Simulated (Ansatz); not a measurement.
# CdH₃NO: a ladder of functionals and wavefunction methods

One table from this session's results is given with a row withheld; the runs are named, their logs left out.

Program: Ansatz 0.2.0, Gaussian basis. Level of theory: functionals in def2-TZVPP, the program's frozen cores in correlated methods. These are calculated values, not measurements.

Levels to be run: LDA (SPW92), PBE-D4, revPBE-D4, BLYP-D4, r2SCAN-D4, B97M-V, PBE0-D4, B3LYP-D4, r2SCANh-D4, r2SCAN0-D4, HSE06-D4, BHLYP-D4, CAM-B3LYP-D4, LC-ωPBE, ωB97X-V, ωB97M-V, B2PLYP, PBE-QIDH; CCSD(T)/def2-SVP; CCSD(T)/def2-TZVPP; CCSD(T)/def2-QZVPP; extrapolation to the limit; RPA on PBE.

**The geometry**

The geometry comes from an earlier relaxation with PBE0-D4 in a triple-zeta def2 set; it is a stationary point. Cd takes the def2 core potential; no spin-orbit term is included.

SMILES `[NH2][Cd][OH]`, 6 atoms, charge 0, spin multiplicity 1.

Atoms are counted from 1 here; the program's logs count them from 0.

Bond lengths: N1–Cd2 2.001 Å, N1–H4 1.014 Å, N1–H5 1.014 Å, Cd2–O3 1.964 Å, O3–H6 0.959 Å. Angles: Cd2–N1–H4 111.9°, Cd2–N1–H5 111.9°, H4–N1–H5 106.3°, N1–Cd2–O3 171.9°, Cd2–O3–H6 112.9°.

The first run:

in.yaml reads:

```yaml
crystal:
  periodic: [false, false, false]
  atoms:
    - {symbol: N, position_ang: [-1.083260, 0.087883, -1.198048]}
    - {symbol: Cd, position_ang: [0.355733, -0.236197, 0.153361]}
    - {symbol: O, position_ang: [1.840504, -0.770062, 1.322139]}
    - {symbol: H, position_ang: [-1.001346, 1.002959, -1.626284]}
    - {symbol: H, position_ang: [-2.007449, 0.049588, -0.783486]}
    - {symbol: H, position_ang: [1.937719, -0.198172, 2.086219]}
basis:
  gaussian: {orbitals: def2-TZVPP}
hamiltonian: {xc: lda}
output: {orbitals: {seedname: orbitals}}
```

On the command line:

```bash
ansatz run in.yaml --threads 2 --pin off --events-out ev --progress --plain --max-ram 22528MiB --backend cpu
```

Among the steps run: LDA; PBE-D4 (GGA); revPBE-D4 (GGA); BLYP-D4 (GGA); r2SCAN-D4 (meta-GGA); B97M-V (meta-GGA); B3LYP-D4 (hybrid); r2SCANh-D4 (hybrid); r2SCAN0-D4 (hybrid); HSE06-D4 (hybrid); BHLYP-D4 (hybrid); CAM-B3LYP-D4 (range-separated); LC-ωPBE (range-separated); ωB97X-V (range-separated); ωB97M-V (range-separated); B2PLYP (double hybrid); PBE-QIDH (double hybrid).

One of the session's tables, all rows but one given; the rest of the session is left out.

It belongs to the step «Orbital energies across the functionals». 

| functional | HOMO (eV) | gap (eV) |
| --- | --- | --- |
| LDA (SPW92) | -5.98 | 3.93 |
| PBE-D4 | -5.75 | 3.92 |
| revPBE-D4 | -5.67 | 3.93 |
| BLYP-D4 | -5.65 | 3.81 |
| r2SCAN-D4 | -6.00 | 4.47 |
| B97M-V | -6.03 | 4.27 |
| PBE0-D4 | -7.07 | 6.08 |
| B3LYP-D4 | ? | ? |
| r2SCANh-D4 | -6.50 | 5.26 |
| r2SCAN0-D4 | -7.27 | 6.45 |
| HSE06-D4 | -6.67 | 5.31 |
| BHLYP-D4 | -8.33 | 7.99 |
| CAM-B3LYP-D4 | -8.50 | 8.31 |
| LC-ωPBE | -9.84 | 10.90 |
| ωB97X-V | -9.47 | 10.35 |
| ωB97M-V | -9.40 | 9.99 |

Q: Estimate the row for B3LYP-D4 from the others.

Worked estimate for «HOMO (eV)». Against the share of exact exchange, BLYP-D4 (0, -5.65), BHLYP-D4 (0.5, -8.33) give a slope of -5.36 per unit share; at 0.2 the line stands at -6.72.

As computed: HOMO (eV): -6.86; gap (eV): 5.53. In «HOMO (eV)» the line misses by +0.14.
